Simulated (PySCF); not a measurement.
# BrF: NMR shieldings

Wanted: NMR shieldings for BrF (`FBr`).

Programs: PySCF 2.14.0, with routines of our own; each step states its level. All values are computed. Atoms count from 0.

## 1. The starting structure

2 atoms, charge 0, multiplicity 1; geometry from: GFN2-xTB.

## 2. Optimising the geometry at PBE0-D3(BJ)/def2-SVP

Job settings and geometry (Å):

```
{"job": {"xc": "PBE0", "basis": "def2-SVP", "d3": "d3bj", "grid": 1, "maxiter": 30, "shake": 0.01, "kind": "geom"}, "charge": 0, "multiplicity": 1}
F      0.921470    -0.028680     0.001610
Br    -0.903980    -0.000140    -0.013740
```

Launch:

```
$ OMP_NUM_THREADS=1 python heavy_run.py task.json out
```

One launch serves the whole session: the jobs run in the order shown.

Output:

```text
step   0  E = -2673.13886269  max force = 0.024358
step   1  E = -2673.14015664  max force = 0.000332
step   2  E = -2673.14015765  max force = 0.000058
optimisation converged
```

It took 1.4 s on 1 thread of Intel Xeon 6975P-C, shared host; peak memory 0.26 GiB.

The steps of the relaxation:

```tsv
step	energy from step 0 (eV)	largest force component (eV/Å)
0	0.0000	1.2525
1	-0.0352	0.0171
2	-0.0352	0.0030
```

The bond:

```tsv
bond	before (Å)	after (Å)	change (Å)
F0–Br1	1.826	1.772	-0.054
```

The end geometry stands in the next job.

```tsv
at the end point	value
point group (found at 0.08 Å tolerance)	Cinfv
rotational constants (GHz, main isotopes)	10.515, 10.515
dipole moment (D)	1.58
```

## 3. NMR shieldings: PBE0/pcJ-1 Br:dyall-v2z (PBE0), spin–orbit

Job settings and geometry (Å):

```
{"job": {"kind": "hnmr", "xc": "PBE0", "basis": {"default": "pcJ-1", "Br": "dyall-v2z"}, "rel": "so"}, "charge": 0, "multiplicity": 1}
F      0.894503    -0.025353    -0.000213
Br    -0.877013    -0.003467    -0.011917
```

With the program's defaults for keys left out, this is: PBE0/pcJ-1 Br:dyall-v2z GIAO NMR shielding, X2C with spin-orbit coupling, screened-nuclear two-electron part, Gaussian nuclei, gas phase.

Output:

```text
spin-free SCF
coarse grid: 12632 points
cycle   1  E = -2705.7480240834  dE =  2.564e-02  |g| = 4.724e-01  |ddm| = 1.453e+00
cycle   2  E = -2705.6715072122  dE =  7.652e-02  |g| = 8.248e-01  |ddm| = 6.511e-01
cycle   3  E = -2705.7781376601  dE = -1.066e-01  |g| = 6.800e-02  |ddm| = 4.503e-01
cycle   4  E = -2705.7788336368  dE = -6.960e-04  |g| = 2.007e-02  |ddm| = 4.526e-02
cycle   5  E = -2705.7788915710  dE = -5.793e-05  |g| = 4.881e-03  |ddm| = 1.326e-02
cycle   6  E = -2705.7788930357  dE = -1.465e-06  |g| = 5.635e-04  |ddm| = 1.546e-03
final grid: 24680 points
cycle   7  E = -2705.7789600608  dE = -5.407e-08  |g| = 8.013e-04  |ddm| = 6.153e-04
cycle   8  E = -2705.7789599707  dE =  9.006e-08  |g| = 9.611e-04  |ddm| = 7.177e-04
cycle   9  E = -2705.7789600980  dE = -1.273e-07  |g| = 2.791e-04  |ddm| = 5.816e-04
cycle  10  E = -2705.7789601095  dE = -1.155e-08  |g| = 5.391e-05  |ddm| = 1.595e-04
cycle  11  E = -2705.7789601098  dE = -3.001e-10  |g| = 3.051e-06  |ddm| = 2.600e-05
converged SCF energy = -2705.7789601098
two-component SCF
cycle   1  E = -2705.7121674632  dE = -2.706e+03  |FDS-SDF| = 2.194e+01
cycle   2  E = -2705.8570930060  dE = -1.449e-01  |FDS-SDF| = 9.716e-02
cycle   3  E = -2705.8573968641  dE = -3.039e-04  |FDS-SDF| = 7.153e-03
cycle   4  E = -2705.8574841027  dE = -8.724e-05  |FDS-SDF| = 4.125e-03
cycle   5  E = -2705.8575209151  dE = -3.681e-05  |FDS-SDF| = 2.927e-03
cycle   6  E = -2705.8575357032  dE = -1.479e-05  |FDS-SDF| = 6.525e-04
cycle   7  E = -2705.8575363533  dE = -6.501e-07  |FDS-SDF| = 4.999e-04
cycle   8  E = -2705.8575364413  dE = -8.806e-08  |FDS-SDF| = 1.398e-04
cycle   9  E = -2705.8575364594  dE = -1.809e-08  |FDS-SDF| = 2.447e-05
converged, E = -2705.8575364594

Field gradients (au) and densities at the nuclei (bohr^-3)
atom        Vxx        Vyy        Vzz        centre      nuclear mean
  0 F     -2.0557    -2.0557     4.1115        449.955        449.935
  1 Br    -7.6690    -7.6690    15.3379      40819.512      40759.756
without picture change
  1 Br                          15.8552                     66244.178

Core orbital energies (eV)
atom   shell        mean    spread
  1 Br 1s       -13366.614   0.000
  1 Br 2s        -1755.888   0.000
  1 Br 3s         -248.878   0.000
  1 Br 4s          -23.702   0.000
  1 Br 2p1/2     -1579.516   0.000
  1 Br 2p3/2     -1532.161   0.132
  1 Br 3p1/2      -187.183   0.000
  1 Br 3p3/2      -180.219   0.422
  1 Br 3d3/2       -73.265   0.454
  1 Br 3d5/2       -72.132   0.639

Shielding tensors (ppm)
atom      isotropic    diamagn.    paramagn.     s11        s22        s33       span
  0 F       742.44      466.00      276.44     564.83     831.24     831.24     266.41
  1 Br     -564.37     2981.96    -3546.33   -2352.38   -2352.38    3011.63    5364.01
```

It took 8.4 s on 1 thread of Intel Xeon 6975P-C, shared host; peak memory 0.61 GiB.

Key values:

```tsv
quantity	value
energy from spin-orbit coupling	-0.0786 Eh
```

The fields below are evaluated on a grid from the run's orbitals.

Frontier orbitals at PBE0/dyall-v2z+pcJ-1, with the share of their density that lies nearest to each atom:

```tsv
orbital	energy (eV)	lies on
HOMO	-8.63	Br1 83 %; F0 17 %
LUMO	-3.35	Br1 66 %; F0 34 %
```

ELF in a plane through or near 2 of the atoms.

Values, 10 rows by 14 columns:
```
0.00 0.00 0.00 0.00 0.01 0.01 0.00 0.00 0.00 0.00 0.00 0.00 0.00 0.00
0.00 0.00 0.01 0.10 0.40 0.51 0.32 0.04 0.00 0.00 0.00 0.00 0.00 0.00
0.00 0.00 0.07 0.37 0.75 0.81 0.54 0.06 0.02 0.06 0.02 0.00 0.00 0.00
0.00 0.00 0.13 0.54 0.89 0.88 0.70 0.17 0.48 0.62 0.26 0.05 0.00 0.00
0.00 0.00 0.08 0.42 0.28 0.49 0.23 0.43 0.79 0.85 0.54 0.12 0.00 0.00
0.00 0.00 0.06 0.33 0.31 0.66 0.30 0.55 0.34 0.39 0.58 0.13 0.00 0.00
0.00 0.00 0.10 0.52 0.71 0.38 0.53 0.29 0.77 0.84 0.43 0.09 0.00 0.00
0.00 0.00 0.11 0.49 0.87 0.90 0.64 0.10 0.15 0.28 0.11 0.01 0.00 0.00
0.00 0.00 0.04 0.29 0.67 0.75 0.49 0.06 0.00 0.01 0.00 0.00 0.00 0.00
0.00 0.00 0.00 0.01 0.10 0.16 0.08 0.01 0.00 0.00 0.00 0.00 0.00 0.00
```
The map spans 7.0 Å across and 5.2 Å up, centred on the molecule. Atoms in the plane (x, y in Å): F0 (0.9, 0.0), Br1 (-0.9, 0.0).

log10 of the density (e/Å³) in the same plane.

Ten even steps from '0' (-4.0) to '9' (3.7):
```
0000000111111100000000000000
0000011122222111000000000000
0000112222222221111000000000
0001122333333322222110000000
0001222333333332222221000000
0011233344444333333322100000
0112233444544444444432210000
0112334455555444555443320000
0112334456665555666543321000
0112334567976555686543321000
0112334567976555686543321000
0112334456765555666543321000
0112334455555444555443320000
0112233444544444444432210000
0011233344444333333322100000
0001222333333332222221000000
0001122333333222222110000000
0000112222222221111000000000
0000011122222111000000000000
0000000111111100000000000000
```
The map spans 7.0 Å across and 5.2 Å up, centred on the molecule. Atoms in the plane (x, y in Å): F0 (0.9, 0.0), Br1 (-0.9, 0.0).

On the surface of density 0.002 e/bohr³ the electrostatic potential runs, from the 1st to the 99th percentile, from -0.73 V near F0 to 2.65 V near Br1.

## 4. NMR shieldings: KT2/pcJ-1 Br:dyall-v2z (KT2), spin–orbit

Job settings and geometry (Å):

```
{"job": {"kind": "hnmr", "xc": "KT2", "basis": {"default": "pcJ-1", "Br": "dyall-v2z"}, "rel": "so"}, "charge": 0, "multiplicity": 1}
F      0.894503    -0.025353    -0.000213
Br    -0.877013    -0.003467    -0.011917
```

With the program's defaults for keys left out, this is: KT2/pcJ-1 Br:dyall-v2z GIAO NMR shielding, X2C with spin-orbit coupling, screened-nuclear two-electron part, Gaussian nuclei, gas phase.

Output:

```text
spin-free SCF
coarse grid: 12632 points
cycle   1  E = -2717.5207503135  dE =  9.326e-02  |g| = 1.221e+00  |ddm| = 1.477e+00
cycle   2  E = -2717.1400811766  dE =  3.807e-01  |g| = 1.545e+00  |ddm| = 1.141e+00
cycle   3  E = -2717.4687752764  dE = -3.287e-01  |g| = 8.333e-01  |ddm| = 1.267e+00
cycle   4  E = -2717.5860076818  dE = -1.172e-01  |g| = 1.704e-01  |ddm| = 4.702e-01
cycle   5  E = -2717.5870698616  dE = -1.062e-03  |g| = 2.314e-02  |ddm| = 4.286e-02
cycle   6  E = -2717.5870813968  dE = -1.154e-05  |g| = 6.066e-03  |ddm| = 6.605e-03
cycle   7  E = -2717.5870877446  dE = -6.348e-06  |g| = 1.347e-03  |ddm| = 4.337e-03
final grid: 24680 points
cycle   8  E = -2717.5868033950  dE = -2.824e-06  |g| = 4.052e-02  |ddm| = 2.365e-03
cycle   9  E = -2717.5868004396  dE =  2.955e-06  |g| = 4.548e-03  |ddm| = 3.844e-03
cycle  10  E = -2717.5867787434  dE =  2.170e-05  |g| = 1.178e-02  |ddm| = 9.178e-03
cycle  11  E = -2717.5868040700  dE = -2.533e-05  |g| = 8.528e-04  |ddm| = 6.612e-03
cycle  12  E = -2717.5868041410  dE = -7.099e-08  |g| = 4.315e-05  |ddm| = 4.502e-04
cycle  13  E = -2717.5868041413  dE = -3.120e-10  |g| = 3.104e-06  |ddm| = 3.155e-05
converged SCF energy = -2717.5868041413
two-component SCF
cycle   1  E = -2717.5196131479  dE = -2.718e+03  |FDS-SDF| = 2.202e+01
cycle   2  E = -2717.6655779069  dE = -1.460e-01  |FDS-SDF| = 8.856e-03
cycle   3  E = -2717.6655658624  dE =  1.204e-05  |FDS-SDF| = 9.269e-03
cycle   4  E = -2717.6655717159  dE = -5.854e-06  |FDS-SDF| = 7.099e-03
cycle   5  E = -2717.6655804372  dE = -8.721e-06  |FDS-SDF| = 1.165e-03
cycle   6  E = -2717.6655805018  dE = -6.455e-08  |FDS-SDF| = 2.548e-05
cycle   7  E = -2717.6655805018  dE = -1.546e-11  |FDS-SDF| = 1.101e-05
converged, E = -2717.6655805018

Field gradients (au) and densities at the nuclei (bohr^-3)
atom        Vxx        Vyy        Vzz        centre      nuclear mean
  0 F     -2.2130    -2.2131     4.4261        462.068        462.048
  1 Br    -7.2558    -7.2558    14.5117      41425.000      41359.971
without picture change
  1 Br                          15.0007                     67354.352

Core orbital energies (eV)
atom   shell        mean    spread
  1 Br 1s       -13350.046   0.000
  1 Br 2s        -1741.455   0.000
  1 Br 3s         -241.825   0.000
  1 Br 4s          -21.340   0.000
  1 Br 2p1/2     -1566.618   0.000
  1 Br 2p3/2     -1519.418   0.140
  1 Br 3p1/2      -181.052   0.000
  1 Br 3p3/2      -174.204   0.451
  1 Br 3d3/2       -69.515   0.433
  1 Br 3d5/2       -68.409   0.609

vertical triplet (scalar unrestricted SCF): 2.285 eV

Shielding tensors (ppm)
atom      isotropic    diamagn.    paramagn.     s11        s22        s33       span
  0 F       699.83      469.24      230.59     579.77     759.86     759.87     180.10
  1 Br     -483.01     2988.92    -3471.92   -2241.56   -2241.55    3034.10    5275.66
```

It took 3.4 s on 1 thread of Intel Xeon 6975P-C, shared host; peak memory 0.51 GiB.

From this job:

```tsv
quantity	value
energy from spin-orbit coupling	-0.0788 Eh
```

## 5. NMR shieldings: B3LYP/pcJ-1 Br:dyall-v2z (B3LYP), spin–orbit

Job settings and geometry (Å):

```
{"job": {"kind": "hnmr", "xc": "B3LYP", "basis": {"default": "pcJ-1", "Br": "dyall-v2z"}, "rel": "so"}, "charge": 0, "multiplicity": 1}
F      0.894503    -0.025353    -0.000213
Br    -0.877013    -0.003467    -0.011917
```

With the program's defaults for keys left out, this is: B3LYP/pcJ-1 Br:dyall-v2z GIAO NMR shielding, X2C with spin-orbit coupling, screened-nuclear two-electron part, Gaussian nuclei, gas phase.

Output:

```text
spin-free SCF
coarse grid: 12632 points
cycle   1  E = -2706.1731418874  dE =  3.242e-02  |g| = 4.930e-01  |ddm| = 1.464e+00
cycle   2  E = -2706.0478599881  dE =  1.253e-01  |g| = 1.008e+00  |ddm| = 7.596e-01
cycle   3  E = -2706.2101681619  dE = -1.623e-01  |g| = 5.043e-02  |ddm| = 5.383e-01
cycle   4  E = -2706.2105622676  dE = -3.941e-04  |g| = 2.024e-02  |ddm| = 4.285e-02
cycle   5  E = -2706.2106335375  dE = -7.127e-05  |g| = 4.074e-03  |ddm| = 1.382e-02
cycle   6  E = -2706.2106343191  dE = -7.816e-07  |g| = 8.112e-04  |ddm| = 1.474e-03
final grid: 24680 points
cycle   7  E = -2706.2106399620  dE =  6.891e-08  |g| = 1.031e-03  |ddm| = 8.293e-04
cycle   8  E = -2706.2106395419  dE =  4.201e-07  |g| = 1.919e-03  |ddm| = 1.384e-03
cycle   9  E = -2706.2106401074  dE = -5.655e-07  |g| = 2.050e-04  |ddm| = 9.766e-04
cycle  10  E = -2706.2106401109  dE = -3.503e-09  |g| = 1.051e-05  |ddm| = 8.347e-05
converged SCF energy = -2706.2106401109
two-component SCF
cycle   1  E = -2706.1437797772  dE = -2.706e+03  |FDS-SDF| = 2.195e+01
cycle   2  E = -2706.2890568463  dE = -1.453e-01  |FDS-SDF| = 7.851e-02
cycle   3  E = -2706.2893270241  dE = -2.702e-04  |FDS-SDF| = 6.065e-03
cycle   4  E = -2706.2893982455  dE = -7.122e-05  |FDS-SDF| = 3.517e-03
cycle   5  E = -2706.2894209849  dE = -2.274e-05  |FDS-SDF| = 2.427e-03
cycle   6  E = -2706.2894315249  dE = -1.054e-05  |FDS-SDF| = 4.341e-04
cycle   7  E = -2706.2894317294  dE = -2.045e-07  |FDS-SDF| = 4.325e-04
cycle   8  E = -2706.2894317738  dE = -4.438e-08  |FDS-SDF| = 7.678e-05
cycle   9  E = -2706.2894317792  dE = -5.474e-09  |FDS-SDF| = 1.621e-05
converged, E = -2706.2894317792

Field gradients (au) and densities at the nuclei (bohr^-3)
atom        Vxx        Vyy        Vzz        centre      nuclear mean
  0 F     -2.0627    -2.0627     4.1254        450.076        450.057
  1 Br    -7.7405    -7.7405    15.4810      40823.832      40763.882
without picture change
  1 Br                          16.0022                     66254.330

Core orbital energies (eV)
atom   shell        mean    spread
  1 Br 1s       -13354.754   0.000
  1 Br 2s        -1751.261   0.000
  1 Br 3s         -246.564   0.000
  1 Br 4s          -23.228   0.000
  1 Br 2p1/2     -1576.050   0.000
  1 Br 2p3/2     -1528.743   0.136
  1 Br 3p1/2      -185.386   0.000
  1 Br 3p3/2      -178.440   0.427
  1 Br 3d3/2       -72.273   0.450
  1 Br 3d5/2       -71.146   0.634

Shielding tensors (ppm)
atom      isotropic    diamagn.    paramagn.     s11        s22        s33       span
  0 F       749.73      466.48      283.25     564.55     842.32     842.32     277.76
  1 Br     -732.25     2982.06    -3714.31   -2602.68   -2602.68    3008.60    5611.28
```

It took 7.3 s on 1 thread of Intel Xeon 6975P-C, shared host; peak memory 0.59 GiB.

Key values:

```tsv
quantity	value
energy from spin-orbit coupling	-0.0788 Eh
```

## 6. NMR shieldings: BHandHLYP/pcJ-1 Br:dyall-v2z (BHandHLYP), spin–orbit

Job settings and geometry (Å):

```
{"job": {"kind": "hnmr", "xc": "BHandHLYP", "basis": {"default": "pcJ-1", "Br": "dyall-v2z"}, "rel": "so"}, "charge": 0, "multiplicity": 1}
F      0.894503    -0.025353    -0.000213
Br    -0.877013    -0.003467    -0.011917
```

Level: BHandHLYP/pcJ-1 Br:dyall-v2z GIAO NMR shielding, X2C with spin-orbit coupling, screened-nuclear two-electron part, Gaussian nuclei, gas phase.

Output:

```text
spin-free SCF
coarse grid: 12632 points
cycle   1  E = -2706.0695833927  dE = -1.710e-02  |g| = 4.263e-01  |ddm| = 1.446e+00
cycle   2  E = -2706.0524588550  dE =  1.712e-02  |g| = 5.649e-01  |ddm| = 5.071e-01
cycle   3  E = -2706.0981866229  dE = -4.573e-02  |g| = 4.253e-02  |ddm| = 2.825e-01
cycle   4  E = -2706.0984161966  dE = -2.296e-04  |g| = 8.024e-03  |ddm| = 2.666e-02
cycle   5  E = -2706.0984269494  dE = -1.075e-05  |g| = 3.272e-03  |ddm| = 6.170e-03
cycle   6  E = -2706.0984277643  dE = -8.149e-07  |g| = 6.867e-04  |ddm| = 1.431e-03
final grid: 24680 points
cycle   7  E = -2706.0984306908  dE = -1.667e-08  |g| = 5.784e-04  |ddm| = 5.511e-04
cycle   8  E = -2706.0984306569  dE =  3.388e-08  |g| = 7.507e-04  |ddm| = 5.821e-04
cycle   9  E = -2706.0984307366  dE = -7.970e-08  |g| = 6.940e-05  |ddm| = 3.455e-04
cycle  10  E = -2706.0984307369  dE = -2.669e-10  |g| = 1.276e-05  |ddm| = 2.247e-05
converged SCF energy = -2706.0984307369
two-component SCF
cycle   1  E = -2706.0316956265  dE = -2.706e+03  |FDS-SDF| = 2.192e+01
cycle   2  E = -2706.1760829979  dE = -1.444e-01  |FDS-SDF| = 1.889e-01
cycle   3  E = -2706.1765949989  dE = -5.120e-04  |FDS-SDF| = 1.374e-02
cycle   4  E = -2706.1767409972  dE = -1.460e-04  |FDS-SDF| = 7.344e-03
cycle   5  E = -2706.1768530840  dE = -1.121e-04  |FDS-SDF| = 4.594e-03
cycle   6  E = -2706.1769019241  dE = -4.884e-05  |FDS-SDF| = 2.514e-03
cycle   7  E = -2706.1769161676  dE = -1.424e-05  |FDS-SDF| = 7.933e-04
cycle   8  E = -2706.1769170754  dE = -9.078e-07  |FDS-SDF| = 5.594e-04
cycle   9  E = -2706.1769172874  dE = -2.120e-07  |FDS-SDF| = 1.302e-04
cycle  10  E = -2706.1769173085  dE = -2.114e-08  |FDS-SDF| = 2.203e-05
converged, E = -2706.1769173085

Field gradients (au) and densities at the nuclei (bohr^-3)
atom        Vxx        Vyy        Vzz        centre      nuclear mean
  0 F     -2.0570    -2.0570     4.1141        449.653        449.633
  1 Br    -7.9626    -7.9626    15.9252      40796.875      40737.145
without picture change
  1 Br                          16.4658                     66200.537

Core orbital energies (eV)
atom   shell        mean    spread
  1 Br 1s       -13432.701   0.000
  1 Br 2s        -1780.086   0.000
  1 Br 3s         -258.911   0.000
  1 Br 4s          -25.911   0.000
  1 Br 2p1/2     -1600.073   0.000
  1 Br 2p3/2     -1552.358   0.105
  1 Br 3p1/2      -195.503   0.000
  1 Br 3p3/2      -188.395   0.369
  1 Br 3d3/2       -78.381   0.457
  1 Br 3d5/2       -77.214   0.638

Shielding tensors (ppm)
atom      isotropic    diamagn.    paramagn.     s11        s22        s33       span
  0 F       762.52      466.94      295.58     558.84     864.36     864.37     305.52
  1 Br     -559.60     2981.83    -3541.42   -2341.20   -2341.19    3003.61    5344.80
```

Wall time 8.1 s (1 thread of Intel Xeon 6975P-C, shared host); peak memory 0.61 GiB.

In short:

```tsv
quantity	value
energy from spin-orbit coupling	-0.0785 Eh
```

## 7. Shieldings side by side

```tsv
run	Br1	F0	time
step 3, PBE0/pcJ-1 Br:dyall-v2z (PBE0), spin–orbit	-564.4	742.4	8.4 s
step 4, KT2/pcJ-1 Br:dyall-v2z (KT2), spin–orbit	-483.0	699.8	3.4 s
step 5, B3LYP/pcJ-1 Br:dyall-v2z (B3LYP), spin–orbit	-732.2	749.7	7.3 s
step 6, BHandHLYP/pcJ-1 Br:dyall-v2z (BHandHLYP), spin–orbit	-559.6	762.5	8.1 s
```

## 8. Summary of results

```
                                                                                      quantity                     value
                                                                                   point group                     Cinfv
                                                          rotational constants (main isotopes)          10.51, 10.51 GHz
          energy from spin-orbit coupling (step 3, PBE0/pcJ-1 Br:dyall-v2z (PBE0), spin–orbit)                -0.0786 Eh
                               shieldings (step 3, PBE0/pcJ-1 Br:dyall-v2z (PBE0), spin–orbit)  F0 742.4, Br1 -564.4 ppm
                                                         surface potential, 1st and 99th percentile        -0.73 V and 2.65 V
            energy from spin-orbit coupling (step 4, KT2/pcJ-1 Br:dyall-v2z (KT2), spin–orbit)                -0.0788 Eh
                                 shieldings (step 4, KT2/pcJ-1 Br:dyall-v2z (KT2), spin–orbit)  F0 699.8, Br1 -483.0 ppm
        energy from spin-orbit coupling (step 5, B3LYP/pcJ-1 Br:dyall-v2z (B3LYP), spin–orbit)                -0.0788 Eh
                             shieldings (step 5, B3LYP/pcJ-1 Br:dyall-v2z (B3LYP), spin–orbit)  F0 749.7, Br1 -732.2 ppm
energy from spin-orbit coupling (step 6, BHandHLYP/pcJ-1 Br:dyall-v2z (BHandHLYP), spin–orbit)                -0.0785 Eh
                     shieldings (step 6, BHandHLYP/pcJ-1 Br:dyall-v2z (BHandHLYP), spin–orbit)  F0 762.5, Br1 -559.6 ppm
```

What this shows: Over 2 steps the energy fell by 0.035 eV; of the close pairs, F0–Br1 changed most, 1.826 to 1.772 Å. In step 3, Br1 has the widest tensor, 5364 ppm. Br1 moves most between the runs, by 249 ppm; the labels say what changes from run to run.
